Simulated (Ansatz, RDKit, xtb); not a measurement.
# Isomers of C6H5FSi, a sample narrowed down

Which of a sample of isomers of C6H5FSi is the most stable in the gas at 298.15 K, and what are its properties? The sample is small against all isomers, and the most stable one of this formula need not be in it.

Plan: many cheap relaxations first (GFN2-xTB), then density-functional screening, relaxation at B3LYP-D3(BJ)/def2-SVP, vibrations (at GFN2-xTB) and a final energy. The numbers are computed, not measured.

## Step 1: Possible bonding patterns

Isomers were taken from a list of plausible structures; this is a sample, not all of them. That gives 13 candidates.

| label | SMILES | spin |
| --- | --- | --- |
| c152 | C#CC1=C[SiH2]C=C1F | singlet |
| c339 | C#C/C=C(/F)[SiH2]C#C | singlet |
| c363 | C#C[C@@H]1[C@@H](F)[Si@H]1C#C | singlet |
| c402 | C#CC1=CC(F)=C[SiH2]1 | singlet |
| c415 | C#CC1=CC=C(F)[SiH2]1 | singlet |
| c438 | C#C[C@@H]1[C@@H](F)[Si@@H]1C#C | singlet |
| c457 | C#CC1=CC=C[Si@@H]1F | singlet |
| c459 | C#C/C=C(\C#C)[SiH2]F | singlet |
| c638 | C#C/C=C(\F)[SiH2]C#C | singlet |
| c732 | C#C[C@@H]1[C@H](F)[Si@@H]1C#C | singlet |
| c842 | C#CC1=C(F)[SiH2]C=C1 | singlet |
| c949 | C#C[Si@@H]1C=CC=C1F | singlet |
| c967 | C#C/C=C(/C#C)[SiH2]F | singlet |

Candidates are built by distance geometry, with a force field where one applies, in up to four conformers (letters a to d).

Q: Predict the outcome of this search (final energies at CCSD(T)/def2-SVP + MP2/def2-TZVPP - MP2/def2-SVP).

| quantity | value |
| --- | --- |
| lowest structure found | C#CC1=CC=C[Si@@H]1F, singlet |
| next finalist | C#C/C=C(\C#C)[SiH2]F, singlet, 30.9 kcal/mol higher in G |
| share at equilibrium, among the finalists | 100.0 % |

The lowest structure found is `C#CC1=CC=C[Si@@H]1F`. The margin of 30.9 kcal/mol over the next finalist is beyond the usual error of the last level; it says nothing of structures that weren't ranked. GFN2-xTB, HF/STO-3G, r2SCAN-D4/def2-SVP, B3LYP-D3(BJ)/def2-SVP, HF/def2-SVP and MP2/def2-SVP already put its bonding pattern lowest among the structures in one piece. Lowest found is not proven lowest: the search is finite, and each finalist counts with one conformer. Only 13 drawn patterns were tried, so whole families of isomers are missing, and the result ranks this sample alone.
